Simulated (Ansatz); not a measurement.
Working through vertical and adiabatic energies of changing the electron count of CH₄Se₂, SMILES C[Se][SeH]

Program: Ansatz 0.2.0, Python API.

Input file `ch4se2.xyz`:
```text
7

C    -0.62530    0.68440    0.00980
Se   -0.60980   -1.03260    0.82430
Se    1.07670   -1.72510   -0.68670
H    -0.86920    0.64010   -1.07730
H     0.31720    1.21710    0.07140
H    -1.43980    1.36190    0.51010
H     2.21140   -1.21390    0.30260
```

Run as a notebook:

**Cell 1**
```python
import itertools

import ansatz
from ase.data import atomic_numbers, covalent_radii
import numpy as np

system = ansatz.Crystal.molecule_from_extxyz("ch4se2.xyz")
```

**Cell 2**
```python
setup = (
    system.calculation()
    .basis(gaussian="def2-SVP")
    .functional("cam_b3lyp")
)
symbols = [site.symbol for site in system.cartesian_sites]
start = np.array([site.position_ang for site in system.cartesian_sites], dtype=float)
report = setup.relax(force_tolerance=0.01).run().report
end = np.array(report["positions_ang"])

minimum = ansatz.Crystal.molecule()
for symbol, place in zip(symbols, end):
    minimum = minimum.atom(symbol, place.tolist())
ion = (
    minimum.calculation()
    .basis(gaussian="def2-SVP")
    .functional("cam_b3lyp")
    .charge(1)
    .spin("collinear", total=1)
)
vertical = ion.run().report
settled = ion.relax(force_tolerance=0.01, max_steps=80).run().report
print(f"vertical ionisation energy   {vertical['free_energy_ev'] - report['free_energy_ev']:.3f} eV")
print(f"adiabatic, no zero point     {settled['free_energy_ev'] - report['free_energy_ev']:.3f} eV")
print(f"relaxation energy of the ion {vertical['free_energy_ev'] - settled['free_energy_ev']:.3f} eV")
ionised = np.array(settled["positions_ang"])
# pairs closer than 1.2 times the sum of covalent radii, before or after
radius = [covalent_radii[atomic_numbers[s]] for s in symbols]
span = lambda where, i, j: np.linalg.norm(where[i] - where[j])
bonded = [(i, j) for i, j in itertools.combinations(range(len(symbols)), 2) if min(span(end, i, j), span(ionised, i, j)) < 1.2 * (radius[i] + radius[j])]
print("pair        before    after (A)")
for i, j in bonded:
    print(f"{symbols[i]}{i}-{symbols[j]}{j}".ljust(10), f"{span(end, i, j):8.4f} {span(ionised, i, j):8.4f}")
```
Output:
```text
vertical ionisation energy   8.854 eV
adiabatic, no zero point     8.237 eV
relaxation energy of the ion 0.617 eV
pair        before    after (A)
C0-Se1       1.9504   1.9419
C0-H3        1.0963   1.0978
C0-H4        1.0964   1.0978
C0-H5        1.0996   1.0994
Se1-Se2      2.3319   2.2781
Se2-H6       1.4740   1.4770
```

The energies are electronic: no zero-point or thermal terms, and the basis set is short of its limit. The product may relax into another structure. The relaxation finds the nearest minimum, so the adiabatic value is an upper bound. The whole script took 3.4 min on 1 thread of Arm Neoverse V1, with other jobs on the host, peak memory 0.49 GiB.

(Lines on the test bed's own set-up are left out of the output.)
